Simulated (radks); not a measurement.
**The first electron to leave Tl⁹⁺**

Aim: remove one electron from each of the outer sub-shells of Tl⁹⁺ ([Xe] 4f14 5d(3/2: 4, 5/2: 0)) in turn, let the ion relax, and find the cheapest removal. The parent's configuration is the lowest that an earlier search found at this level.

Program: radks (a radial shooting solver on a logarithmic mesh, Libxc functionals) version 1. Level of theory: Dirac Kohn-Sham, BLYP, spin-unpolarised, spherical densities, finite nucleus. These are calculated values, not measurements, unless marked.

1 further run of the same task is left out (set aside as unsound or not needed).

### Step 1. The system

- element: thallium (Z = 81)
- charge: +9
- electrons: 72
- configuration: [Xe] 4f14 5d(3/2: 4, 5/2: 0)
- nuclear rms radius: 5.4759 fm

A shell typed twice in an input gives the lower j, then the higher j.

### Step 2. The parent, Tl⁹⁺

From an earlier run at this level the parent has E = -20262.290994 hartree and these outer levels (eV):

```csv
level,occupation,energy (eV)
4d5/2,6,-512.11
5s1/2,2,-271.98
4f5/2,6,-262.43
4f7/2,8,-257.78
5p1/2,2,-230.92
5p3/2,4,-208.48
5d3/2,4,-148.11
5d5/2,0,-144.82
```

### Step 3. Remove 5d3/2: [Xe] 4f14 5d(3/2: 3, 5/2: 0)

Settings of this run:

```text
Z 81
configuration [Xe] 4f14 5d3 5d0
relativity Dirac
functional b88,lyp
spin unpolarised
j_filling energy
nucleus finite rms 5.4759 fm
c 137.035999084
```

### Step 4. Remove 5p3/2: [Kr] 4d10 4f14 5s2 5p(1/2: 2, 3/2: 3) 5d(3/2: 4, 5/2: 0)

Settings, as their differences from step 3:

```diff
@@ -1,3 +1,3 @@
 Z 81
-configuration [Xe] 4f14 5d3 5d0
+configuration [Kr] 4d10 4f14 5s2 5p2 5p3 5d4 5d0
 relativity Dirac
```

### Step 5. Remove 5p1/2: [Kr] 4d10 4f14 5s2 5p(1/2: 1, 3/2: 4) 5d(3/2: 4, 5/2: 0)

Settings of this run:

```text
Z 81
configuration [Kr] 4d10 4f14 5s2 5p1 5p4 5d4 5d0
relativity Dirac
functional b88,lyp
spin unpolarised
j_filling energy
nucleus finite rms 5.4759 fm
c 137.035999084
```

### Step 6. Remove 4f7/2: [Xe] 4f(5/2: 6, 7/2: 7) 5d(3/2: 4, 5/2: 0)

Settings of this run:

```text
Z 81
configuration [Xe] 4f6 4f7 5d4 5d0
relativity Dirac
functional b88,lyp
spin unpolarised
j_filling energy
nucleus finite rms 5.4759 fm
c 137.035999084
```

Before running it: what results should come out? Wanted: for each run, case; final configuration; Δ-SCF; −ε of the level emptied.

**Answer**, as computed:

```csv
case,final configuration,Δ-SCF (eV),−ε of the level emptied (eV)
remove 5d3/2,"[Xe] 4f14 5d(3/2: 3, 5/2: 0)",157.86,148.11
remove 5p3/2,"[Kr] 4d10 4f14 5s2 5p(1/2: 2, 3/2: 3) 5d(3/2: 4, 5/2: 0)",219.44,208.48
remove 5p1/2,"[Kr] 4d10 4f14 5s2 5p(1/2: 1, 3/2: 4) 5d(3/2: 4, 5/2: 0)",242.58,230.92
remove 4f7/2,"[Xe] 4f(5/2: 6, 7/2: 7) 5d(3/2: 4, 5/2: 0)",276.24,257.78
```

What this shows: The 5d3/2 electron leaves first, at 157.86 eV; the next cheapest, 5p3/2, costs 219.44 eV. 5d3/2 is also the highest occupied level of the parent. NIST lists 158 eV (theoretical), between the same two configurations. Spin polarisation and multiplet splitting are left out, so open shells lie too high by an amount that depends on their filling.
